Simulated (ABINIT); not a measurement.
# Ta4O (P4/mmm) in ABINIT: notebook

The runs below take Ta4O through band structure, with PBEsol, LDA, r2SCAN, PBE.

All numbers are computed with ABINIT 10.8.3 (patched build); they aren't measurements. Logs are shortened: lines on timing, memory, paths and dates and some standing lists are left out, and cuts for length are marked. The log counts tension as positive stress, the text compression.

## Step 1: Starting point

Symmetry: P4/mmm, No. 123, tetragonal system. Conventional cell: a = 3.257 Å, b = 3.257 Å, c = 7.409 Å, α = 90.00°, β = 90.00°, γ = 90.00°. Ta (site symmetry 4/mmm) has 8 Ta at 2.81 Å as nearest neighbours. Ta (site symmetry 4mm) has 1 O at 2.10 Å as nearest neighbours. Around Ta (site symmetry 4/mmm) lie 4 O at 2.30 Å. O (site symmetry 4/mmm) has 6 Ta at 2.10 to 2.30 Å as nearest neighbours.

The cell comes from a database or a generator and needn't be the stable form of this composition.

## Step 2: Band structure, PBEsol

run.abi

```
ndtset 2

pp_dirpath "./"
pseudos "Ta.upf, O.upf"

acell 3.257497 3.257497 7.409341 Angstrom
rprim
     1.0000000000     0.0000000000     0.0000000000
     0.0000000000     1.0000000000     0.0000000000
     0.0000000000     0.0000000000     1.0000000000
ntypat 2
znucl 73 8
natom 5
typat 1 1 1 1 2
xred
     0.0000000000     0.0000000000     0.0000000000
     0.5000000000     0.5000000000     0.2168420000
     0.5000000000     0.5000000000     0.7831580000
     0.0000000000     0.0000000000     0.5000000000
     0.5000000000     0.5000000000     0.5000000000

ecut 42.0

ixc -116133

occopt 3
tsmear 0.05 eV

nstep 100

iomode 3
prtwf 0
prteig 0
prtebands 0
enunit 1
prtden1 1

kptopt1 1
ngkpt1 8 8 4
nshiftk1 1
shiftk1 0.0 0.0 0.0
nband1 35
tolvrs1 1.0e-10

iscf2 -2
getden2 1
nband2 41
nbdbuf2 4
tolwfr2 1.0e-11
kptopt2 -7
ndivsm2 8
prteig2 1
kptbounds2
     0.0000000000     0.0000000000     0.0000000000
     0.0000000000     0.5000000000     0.0000000000
     0.5000000000     0.5000000000     0.0000000000
     0.0000000000     0.0000000000     0.0000000000
     0.0000000000     0.0000000000     0.5000000000
     0.0000000000     0.5000000000     0.5000000000
     0.5000000000     0.5000000000     0.5000000000
     0.0000000000     0.0000000000     0.5000000000
```

Potentials or basis: PseudoDojo NC SR PBEsol v0.4.1 standard.

Launch:

```console
mpirun --bind-to none -np 4 abinit run.abi > log 2>&1
```

run.abo:

```text
.Version 10.8.3 of ABINIT
 DATASET    1 : space group P4/m m m (#123); Bravais tP (primitive tetrag.)
================================================================================
 Values of the parameters that define the memory need for DATASET  1.
     intxc =       0    ionmov =       0      iscf =       7    lmnmax =       8
     lnmax =       8     mgfft =      90  mpssoang =       4    mqgrid =    4085
     natom =       5  nloc_mem =       1    nspden =       1   nspinor =       1
    nsppol =       1      nsym =      16    n1xccc =    2501    ntypat =       2
    occopt =       3   xclevel =       2
       mpw =        6944          nfft =      116640          nkpt =          45
================================================================================
================================================================================

 DATASET    2 : space group P4/m m m (#123); Bravais tP (primitive tetrag.)
================================================================================
 Values of the parameters that define the memory need for DATASET  2.
     intxc =       0    ionmov =       0      iscf =      -2    lmnmax =       8
     lnmax =       8     mgfft =      90  mpssoang =       4    mqgrid =    4085
     natom =       5  nloc_mem =       1    nspden =       1   nspinor =       1
    nsppol =       1      nsym =      16    n1xccc =    2501    ntypat =       2
    occopt =       3   xclevel =       2
       mpw =        6964          nfft =      116640          nkpt =         133
================================================================================
================================================================================

--------------------------------------------------------------------------------
------------- Echo of variables that govern the present computation ------------
--------------------------------------------------------------------------------
 -outvars: echo values of preprocessed input variables --------
            acell      6.1557771860E+00  6.1557771860E+00  1.4001625263E+01 Bohr
              amu      1.80947900E+02  1.59994000E+01
             ecut      4.20000000E+01 Hartree
           enunit           1
           getden1          0
           getden2          1
             iscf1          7
             iscf2         -2
                       outvar_i_n : Printing only first  50 k-points.
              ixc     -116133
           jdtset        1    2
                       outvar_i_n : Printing only first  50 k-points.
           kptopt1          1
           kptopt2         -7
         kptrlatt        8    0    0      0    8    0      0    0    4
          kptrlen1     4.92462175E+01
          kptrlen2     3.00000000E+01
            natom           5
            nband1         35
            nband2         41
           nbdbuf1          0
           nbdbuf2          4
           ndtset           2
           ndivsm1          0
           ndivsm2          8
            ngfft          36      36      90
             nkpt1         45
             nkpt2        133
            nstep         100
             nsym          16
           ntypat           2
           occopt           3
        prtebands           0
           prteig1          0
           prteig2          1
            prtwf           0
           shiftk1     0.00000000E+00  0.00000000E+00  0.00000000E+00
           shiftk2     5.00000000E-01  5.00000000E-01  5.00000000E-01
          spgroup         123
           tolvrs1     1.00000000E-10
           tolvrs2     0.00000000E+00
           tolwfr1     0.00000000E+00
           tolwfr2     1.00000000E-11
           tsmear      1.83746611E-03 Hartree
[... 245 lines left out ...]
  2.2941E-01  2.4607E-01  2.4607E-01  3.4270E-01  3.4599E-01  3.4958E-01
  4.0492E-01  4.4538E-01  4.8472E-01  4.8472E-01  4.9186E-01  5.1927E-01
  5.3985E-01  5.3985E-01  5.4842E-01  5.6046E-01  5.6375E-01  5.6375E-01
  5.9142E-01  6.0852E-01  6.6936E-01  7.0067E-01  7.1736E-01
[... 1834 lines left out ...]
 Non-SCF case, kpt  133 (  0.00000  0.00000  0.50000), residuals and eigenvalues=
  7.19E-12  7.62E-12  2.24E-12  3.30E-12  9.23E-12  1.75E-12  9.77E-12  1.41E-12
  2.25E-12  2.69E-12  4.14E-12  5.28E-12  1.76E-12  4.02E-12  1.10E-12  2.59E-12
  5.67E-12  6.12E-12  6.21E-12  7.61E-12  4.86E-12  9.27E-12  8.66E-12  3.78E-12
  7.94E-12  7.49E-12  3.32E-12  5.11E-12  9.24E-12  3.92E-12  1.72E-12  6.73E-12
  6.01E-12  7.56E-12  7.41E-12  4.18E-12  1.69E-12  4.07E-10  9.67E-09  4.18E-08
  3.47E-10
 -2.0349E+00 -1.9886E+00 -1.9881E+00 -1.9606E+00 -8.0489E-01 -8.0489E-01
 -7.9194E-01 -7.6781E-01 -7.6393E-01 -7.5661E-01 -7.5661E-01 -7.5098E-01
 -7.5098E-01 -7.3158E-01 -7.2084E-01 -7.2084E-01 -3.0829E-01  1.7646E-01
  2.4622E-01  2.4622E-01  2.7158E-01  2.9263E-01  3.6172E-01  3.6955E-01
  3.7462E-01  4.8128E-01  4.8211E-01  4.8211E-01  5.0499E-01  5.2715E-01
  5.2715E-01  5.2878E-01  5.4120E-01  5.6851E-01  5.7807E-01  6.0036E-01
  6.0036E-01  6.2462E-01  6.6055E-01  6.6055E-01  6.6154E-01

--- !ResultsGS
iteration_state: {dtset: 2, }
comment   : Summary of ground state results
lattice_vectors:
- [  6.1557772,   0.0000000,   0.0000000, ]
- [  0.0000000,   6.1557772,   0.0000000, ]
- [  0.0000000,   0.0000000,  14.0016253, ]
lattice_lengths: [   6.15578,    6.15578,   14.00163, ]
lattice_angles: [ 90.000,  90.000,  90.000, ] # degrees, (23, 13, 12)
lattice_volume:   5.3057189E+02
convergence: {deltae:  0.000E+00, res2:  0.000E+00, residm:  1.000E-11, diffor:  0.000E+00, }
etotal    :  -2.76844476E+02
entropy   :   0.00000000E+00
fermie    :   5.02104679E-01
cartesian_stress_tensor: null
pressure_GPa: null
xred      :
- [  0.0000E+00,   0.0000E+00,   0.0000E+00, Ta]
- [  5.0000E-01,   5.0000E-01,   2.1684E-01, Ta]
- [  5.0000E-01,   5.0000E-01,   7.8316E-01, Ta]
- [  0.0000E+00,   0.0000E+00,   5.0000E-01, Ta]
- [  5.0000E-01,   5.0000E-01,   5.0000E-01,  O]
cartesian_forces: null
force_length_stats: {min: null, max: null, mean: null, }
...

 Integrated electronic density in atomic spheres:
 ------------------------------------------------
 Atom  Sphere_radius  Integrated_density
    1        2.00000          9.29346174
    2        2.00000          9.25633690
    3        2.00000          9.25633690
    4        2.00000          9.21038845
    5        2.00000          6.33906289
================================================================================

 ----iterations are completed or convergence reached----

 Mean square residual over all n,k,spin=   51.856E-13; max=  99.997E-13
 reduced coordinates (array xred) for    5 atoms
       0.000000000000      0.000000000000      0.000000000000
       0.500000000000      0.500000000000      0.216842000000
       0.500000000000      0.500000000000      0.783158000000
       0.000000000000      0.000000000000      0.500000000000
       0.500000000000      0.500000000000      0.500000000000

 cartesian coordinates (angstrom) at end:
    1      0.00000000000000     0.00000000000000     0.00000000000000
    2      1.62874850000000     1.62874850000000     1.60665632112200
    3      1.62874850000000     1.62874850000000     5.80268467887800
    4      0.00000000000000     0.00000000000000     3.70467050000000
    5      1.62874850000000     1.62874850000000     3.70467050000000
 length scales=  6.155777185966  6.155777185966 14.001625263460 bohr
              =  3.257497000000  3.257497000000  7.409341000000 angstroms
 Eigenvalues (   eV  ) for nkpt= 133  k points:
 kpt#   1, nband= 41, wtk=  1.00000, kpt=  0.0000  0.0000  0.0000 (reduced coord)
 -55.37204  -54.11319  -54.09799  -53.35193  -21.90259  -21.90259  -21.54244  -20.91011
 -20.79304  -20.58128  -20.58128  -20.44256  -20.44256  -19.88912  -19.61443  -19.61443
  -8.40663    5.36364    6.24247    6.69599    6.69599    9.32541    9.41500    9.51244
  11.01857   12.11943   13.18977   13.18977   13.38426   14.13019   14.68995   14.68995
  14.92321   15.25078   15.34031   15.34031   16.09342   16.55874   18.21422   19.06628
  19.52026
 kpt#   2, nband= 41, wtk=  1.00000, kpt=  0.0000  0.0278  0.0000 (reduced coord)
 -55.37196  -54.11306  -54.09792  -53.35194  -21.90551  -21.90226  -21.54204  -20.91120
 -20.79360  -20.58134  -20.58032  -20.44551  -20.44238  -19.88719  -19.61615  -19.61523
  -8.40176    5.36244    6.25112    6.66757    6.68113    9.33359    9.43535    9.52760
  11.03603   12.11284   13.18776   13.19705   13.41136   14.13328   14.64483   14.71109
  14.84810   15.13226   15.40160   15.47290   16.12598   16.60474   18.20134   18.83714
  19.11099
 kpt#   3, nband= 41, wtk=  1.00000, kpt=  0.0000  0.0556  0.0000 (reduced coord)
 -55.37173  -54.11264  -54.09772  -53.35197  -21.91417  -21.90128  -21.54084  -20.91444
 -20.79527  -20.58162  -20.57747  -20.45409  -20.44184  -19.88162  -19.62123  -19.61761
[... 900 lines left out ...]
 kpt# 132, nband= 41, wtk=  1.00000, kpt=  0.0192  0.0192  0.5000 (reduced coord)
 -55.37196  -54.11339  -54.09760  -53.35194  -21.90393  -21.90316  -21.54946  -20.89189
 -20.78964  -20.58949  -20.58623  -20.43873  -20.43588  -19.90474  -19.61684  -19.61552
  -8.38439    4.80497    6.65590    6.68805    7.40077    7.98702    9.86832   10.06625
  10.20181   13.09136   13.09425   13.11405   13.76638   14.30682   14.35361   14.44989
  14.74104   15.49242   15.70272   16.25270   16.34377   16.95181   17.97733   17.99765
  18.03695
 kpt# 133, nband= 41, wtk=  1.00000, kpt=  0.0000  0.0000  0.5000 (reduced coord)
 -55.37204  -54.11353  -54.09767  -53.35193  -21.90230  -21.90230  -21.54970  -20.89313
 -20.78769  -20.58832  -20.58832  -20.43513  -20.43513  -19.90727  -19.61510  -19.61510
  -8.38900    4.80167    6.70000    6.70000    7.39004    7.96295    9.84300   10.05600
  10.19393   13.09617   13.11895   13.11895   13.74137   14.34443   14.34443   14.38883
  14.72671   15.46985   15.73015   16.33667   16.33667   16.99665   17.97440   17.97440
  18.00139

== END DATASET(S) ==============================================================
================================================================================

 -outvars: echo values of variables after computation  --------
            acell      6.1557771860E+00  6.1557771860E+00  1.4001625263E+01 Bohr
           etotal1    -2.7684447562E+02
            fcart1    -0.0000000000E+00 -0.0000000000E+00 -0.0000000000E+00
                      -0.0000000000E+00 -0.0000000000E+00  1.4197626777E-03
                      -0.0000000000E+00 -0.0000000000E+00 -1.4197626777E-03
                      -0.0000000000E+00 -0.0000000000E+00 -0.0000000000E+00
                      -0.0000000000E+00 -0.0000000000E+00 -0.0000000000E+00
           strten1     2.6893407948E-04  2.6893407948E-04  2.9920415459E-04
                       0.0000000000E+00  0.0000000000E+00  0.0000000000E+00
           xangst      0.0000000000E+00  0.0000000000E+00  0.0000000000E+00
                       1.6287485000E+00  1.6287485000E+00  1.6066563211E+00
                       1.6287485000E+00  1.6287485000E+00  5.8026846789E+00
                       0.0000000000E+00  0.0000000000E+00  3.7046705000E+00
                       1.6287485000E+00  1.6287485000E+00  3.7046705000E+00
             xred      0.0000000000E+00  0.0000000000E+00  0.0000000000E+00
                       5.0000000000E-01  5.0000000000E-01  2.1684200000E-01
                       5.0000000000E-01  5.0000000000E-01  7.8315800000E-01
                       0.0000000000E+00  0.0000000000E+00  5.0000000000E-01
                       5.0000000000E-01  5.0000000000E-01  5.0000000000E-01
 Calculation completed.
```

Wall time 5.6 min (4 MPI ranks of Intel Xeon 6975P-C (Granite Rapids), shared host); peak memory 0.88 GiB.

Results:

- Free energy: -7533.3220 eV
- Pressure: -8.2 GPa
- Largest force: 0.073 eV/Å
- Band gap on the k mesh: none (metal or under the smearing width)
- Valence electrons inside the program's atomic spheres: Ta 9.29, 9.26, 9.21; O 6.34

Forces in eV/Å, atoms in the order of the input:
```
Ta   0.000  0.000  0.000
Ta   0.000  0.000  0.073
Ta   0.000  0.000 -0.073
Ta   0.000  0.000  0.000
O    0.000  0.000  0.000
```

Stress tensor (GPa, compression positive):
```
-7.91  0.00  0.00
 0.00 -7.91  0.00
 0.00  0.00 -8.80
```

Levels at the corners of the path, in eV from the Fermi level:
```csv
point,band 27,band 28,band 29,band 30,band 31,band 32
Γ,-0.47,-0.47,-0.28,0.47,1.03,1.03
X,-0.92,-0.66,0.19,0.88,0.91,1.33
M,-1.49,-0.65,-0.65,1.59,2.35,2.74
Γ,-0.47,-0.47,-0.28,0.47,1.03,1.03
Z,-0.54,-0.54,0.08,0.68,0.68,0.73
R,-1.00,-0.63,-0.44,0.98,1.30,1.55
A,-1.69,0.04,0.04,1.58,1.90,1.90
Z,-0.54,-0.54,0.08,0.68,0.68,0.73
```

Caveat: spin-orbit coupling is left out, which moves the levels of the heavy elements.

(Continued in part 2 of 2.)
